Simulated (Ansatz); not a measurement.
# CH₇ClSi₃, SMILES C[SiH]1[SiH2][SiH]1Cl: vertical spin-state energies

Program: Ansatz 0.2.0, Python API.

Notebook, run cell by cell (the value of a cell's last expression is shown):

```python
import ansatz
from ase import Atoms
```

```python
atoms = Atoms(['C', 'Si', 'Si', 'Si', 'Cl', 'H', 'H', 'H', 'H', 'H', 'H', 'H'], positions=[
    (-1.5492, 0.7382, -0.6168),
    (-0.1252, -0.2591, -0.8368),
    (0.4782, -1.3501, 1.0429),
    (1.7871, 0.3824, 0.2701),
    (1.5528, 2.1, 1.2922),
    (-1.6446, 1.2846, 0.3504),
    (-1.6083, 1.581, -1.376),
    (-2.4788, 0.2159, -0.7448),
    (0.0379, -1.0084, -2.0608),
    (0.9996, -2.734, 0.8208),
    (-0.439, -1.1302, 2.2118),
    (3.0665, 0.1244, -0.3189),
])
molecule = ansatz.Crystal.molecule_from_ase(atoms)
```

```python
base = (
    molecule.calculation()
    .basis(gaussian='6-31G')
    .correlation('MP2')
    .scf(lower_state_search='standard')
)
found = {}
for unpaired in [0, 2]:
    report = base.spin('collinear', total=unpaired).run().report
    s = unpaired / 2
    found[unpaired] = report['free_energy_ev']
    print(f'2S+1 = {unpaired + 1}: E = {found[unpaired]:.5f} eV, <S^2> = {abs(report["mean_field"]["state"]["spin_squared"]):.3f} (pure state {s * (s + 1):.2f})')
lowest = min(found, key=found.get)
for unpaired, e in found.items():
    print(f'multiplicity {unpaired + 1}: {96.485332 * (e - found[lowest]):.1f} kJ/mol above the lowest')
```

    2S+1 = 1: E = -37232.75692 eV, <S^2> = 0.000 (pure state 0.00)
    2S+1 = 3: E = -37228.04110 eV, <S^2> = 2.021 (pure state 2.00)
    multiplicity 1: 0.0 kJ/mol above the lowest
    multiplicity 3: 455.0 kJ/mol above the lowest

In order: multiplicity 1 (+0.00 eV) and multiplicity 3 (+4.72 eV), all at the one geometry.

Notes:
- The settings weren't tested for convergence.
- The geometry is a force-field or estimated start, not a minimum of this method, and the basis set is short of its limit. All parts are taken at fixed geometry, without zero-point energy.
- S² is that of the Hartree-Fock reference.
- It ran for 14 s on 1 thread of Intel(R) Xeon(R) Platinum 8559C (Emerald Rapids), with other jobs on the host, peak memory 0.31 GiB.

(Lines on the test bed's own set-up are left out of the output.)
